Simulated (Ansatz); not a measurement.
**CH₅BrOSi: how energies converge with the basis set**

An exercise on one series of results from a longer session: the logs are not shown, and one member is left open.

Method: one geometry, several basis sets; program: Ansatz 0.2.0, Gaussian basis.

Plan: PBE0-D4/def2-SVP; ωB97M-V/def2-SVP; PBE0-D4/def2-QZVPP; ωB97M-V/def2-QZVPP; the functionals' def2-TZVPP values are taken from earlier runs.

**Structure used throughout**

An earlier PBE0-D4 in a triple-zeta def2 set relaxation fixed the geometry.

SMILES `OC[SiH2]Br`, 9 atoms, charge 0, spin multiplicity 1.

Atoms are counted from 1 here; the program's logs count them from 0.

Bond lengths: O1–C2 1.415 Å, O1–H5 0.963 Å, C2–Si3 1.884 Å, C2–H6 1.095 Å, C2–H7 1.099 Å, Si3–Br4 2.234 Å, Si3–H8 1.484 Å, Si3–H9 1.481 Å. Angles: C2–O1–H5 108.2°, O1–C2–Si3 112.3°, O1–C2–H6 106.9°, O1–C2–H7 112.1°, Si3–C2–H6 108.7°, Si3–C2–H7 110.0°, H6–C2–H7 106.6°, C2–Si3–Br4 105.9°, C2–Si3–H8 112.3°, C2–Si3–H9 112.3°, Br4–Si3–H8 108.1°, Br4–Si3–H9 107.0°, H8–Si3–H9 110.9°.

As a file:

```
O    -0.13776    1.56995   -0.74870
C     0.70644    0.51296   -0.33526
Si   -0.20351   -0.75983    0.71377
Br   -1.97673   -1.39133   -0.48997
H    -0.90029    1.18864   -1.19657
H     1.50362    0.96006    0.26762
H     1.19545    0.01774   -1.18635
H     0.62271   -1.96255    0.98306
H    -0.72123   -0.18204    1.97529
```

Set-up of the first run:

The input, in.yaml:

```yaml
crystal:
  periodic: [false, false, false]
  atoms:
    - {symbol: O, position_ang: [-0.137763, 1.569950, -0.748702]}
    - {symbol: C, position_ang: [0.706438, 0.512963, -0.335255]}
    - {symbol: Si, position_ang: [-0.203506, -0.759827, 0.713770]}
    - {symbol: Br, position_ang: [-1.976729, -1.391332, -0.489967]}
    - {symbol: H, position_ang: [-0.900292, 1.188636, -1.196568]}
    - {symbol: H, position_ang: [1.503618, 0.960062, 0.267624]}
    - {symbol: H, position_ang: [1.195454, 0.017737, -1.186354]}
    - {symbol: H, position_ang: [0.622706, -1.962550, 0.983064]}
    - {symbol: H, position_ang: [-0.721225, -0.182038, 1.975290]}
basis:
  gaussian: {orbitals: def2-SVP}
hamiltonian: {xc: pbe0, dispersion: d4}
output: {orbitals: {seedname: orbitals}}
```

Steps of the session up to this table: PBE0-D4 in def2-SVP; ωB97M-V in def2-SVP; PBE0-D4 in def2-QZVPP; ωB97M-V in def2-QZVPP.

One table of the session follows, with a row left open; its other results are not shown here.

It belongs to the step «Functionals by basis». 

```
functional       basis  HOMO (eV)  LUMO (eV)
   PBE0-D4    def2-SVP      -7.60       0.02
   PBE0-D4  def2-TZVPP      -7.78      -0.28
   PBE0-D4  def2-QZVPP          ?          ?
   ωB97M-V    def2-SVP      -9.91       2.00
   ωB97M-V  def2-TZVPP     -10.10       1.51
   ωB97M-V  def2-QZVPP     -10.14       1.15
```

**Question.** Estimate the row for PBE0-D4, def2-QZVPP.

The run gave: HOMO (eV): -7.82; LUMO (eV): -0.42. In the column «HOMO (eV)» it lies between ωB97M-V, def2-SVP (-9.91) and PBE0-D4, def2-TZVPP (-7.78).
